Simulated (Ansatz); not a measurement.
# CH₆AlBO: one species, many methods

An exercise on one series of results from a longer session: the logs are not shown, and one member is left open.

Method: functionals in def2-TZVPP, the program's frozen cores in correlated methods; program: Ansatz 0.2.0, Gaussian basis.

Levels to be run: LDA (SPW92), PBE-D4, revPBE-D4, BLYP-D4, r2SCAN-D4, B97M-V, PBE0-D4, B3LYP-D4, r2SCANh-D4, r2SCAN0-D4, HSE06-D4, BHLYP-D4, CAM-B3LYP-D4, LC-ωPBE, ωB97X-V, ωB97M-V, B2PLYP, PBE-QIDH; CCSD(T)/def2-SVP; CCSD(T)/def2-TZVPP; MP2/def2-QZVPP; extrapolation to the limit; RPA on PBE.

### The relaxed structure

All runs share one geometry, relaxed beforehand with PBE0-D4 in a triple-zeta def2 set.

10 atoms, charge 0, spin multiplicity 1.

Atoms are counted from 1 here; the program's logs count them from 0.

Bond lengths: C1–B2 1.556 Å, C1–H5 1.093 Å, C1–H6 1.107 Å, C1–H7 1.091 Å, B2–Al3 2.132 Å, B2–H8 1.206 Å, Al3–O4 1.706 Å, Al3–H9 1.599 Å, O4–H10 0.956 Å. Angles: B2–C1–H5 115.1°, B2–C1–H6 101.5°, B2–C1–H7 117.5°, H5–C1–H6 105.2°, H5–C1–H7 110.1°, H6–C1–H7 106.0°, C1–B2–Al3 125.7°, C1–B2–H8 115.7°, Al3–B2–H8 118.5°, B2–Al3–O4 116.8°, B2–Al3–H9 126.0°, O4–Al3–H9 117.2°, Al3–O4–H10 122.6°.

Set-up of the first run:

The input, in.yaml:

```yaml
crystal:
  periodic: [false, false, false]
  atoms:
    - {symbol: C, position_ang: [-1.353493, 0.042658, -1.154096]}
    - {symbol: B, position_ang: [-0.762344, -0.423211, 0.207279]}
    - {symbol: Al, position_ang: [1.298872, -0.374743, 0.749368]}
    - {symbol: O, position_ang: [1.921473, 1.123511, 1.277493]}
    - {symbol: H, position_ang: [-2.288428, -0.444154, -1.443590]}
    - {symbol: H, position_ang: [-1.629077, 1.090409, -0.927220]}
    - {symbol: H, position_ang: [-0.675385, 0.088966, -2.007405]}
    - {symbol: H, position_ang: [-1.566982, -0.775537, 1.033097]}
    - {symbol: H, position_ang: [2.308717, -1.613389, 0.713558]}
    - {symbol: H, position_ang: [2.829846, 1.234389, 1.554518]}
basis:
  gaussian: {orbitals: def2-TZVPP}
hamiltonian: {xc: lda}
output: {orbitals: {seedname: orbitals}}
```

On the command line:

```sh
$ ansatz run in.yaml --threads 2 --pin off --events-out ev --progress --plain --max-ram 4352MiB
```

Among the steps run: LDA; PBE-D4 (GGA); revPBE-D4 (GGA); BLYP-D4 (GGA); r2SCAN-D4 (meta-GGA); B97M-V (meta-GGA); B3LYP-D4 (hybrid); r2SCANh-D4 (hybrid); r2SCAN0-D4 (hybrid); HSE06-D4 (hybrid); BHLYP-D4 (hybrid); CAM-B3LYP-D4 (range-separated); LC-ωPBE (range-separated); ωB97X-V (range-separated); ωB97M-V (range-separated); B2PLYP (double hybrid); PBE-QIDH (double hybrid).

One table of the session follows, with a row left open; its other results are not shown here.

It belongs to the step «Frontier levels by functional». 

```
  functional  HOMO (eV)  LUMO (eV)  gap (eV)
 LDA (SPW92)      -5.91      -2.98      2.93
      PBE-D4      -5.86      -2.73      3.13
   revPBE-D4          ?          ?         ?
     BLYP-D4      -5.77      -2.54      3.23
   r2SCAN-D4      -6.08      -2.38      3.70
      B97M-V      -6.13      -2.52      3.61
     PBE0-D4      -7.03      -1.74      5.29
    B3LYP-D4      -6.86      -1.92      4.94
  r2SCANh-D4      -6.52      -2.04      4.47
  r2SCAN0-D4      -7.17      -1.55      5.63
    HSE06-D4      -6.63      -2.12      4.51
    BHLYP-D4      -8.15      -0.68      7.47
CAM-B3LYP-D4      -8.39      -0.60      7.78
     LC-ωPBE      -9.70       0.57     10.27
     ωB97X-V      -9.37       0.45      9.82
     ωB97M-V      -9.16       0.19      9.35
```

**Question.** Estimate the row for revPBE-D4.

**Answer.** HOMO (eV): -5.82; LUMO (eV): -2.62; gap (eV): 3.21. In the column «HOMO (eV)» it lies between PBE-D4 (-5.86) and BLYP-D4 (-5.77).
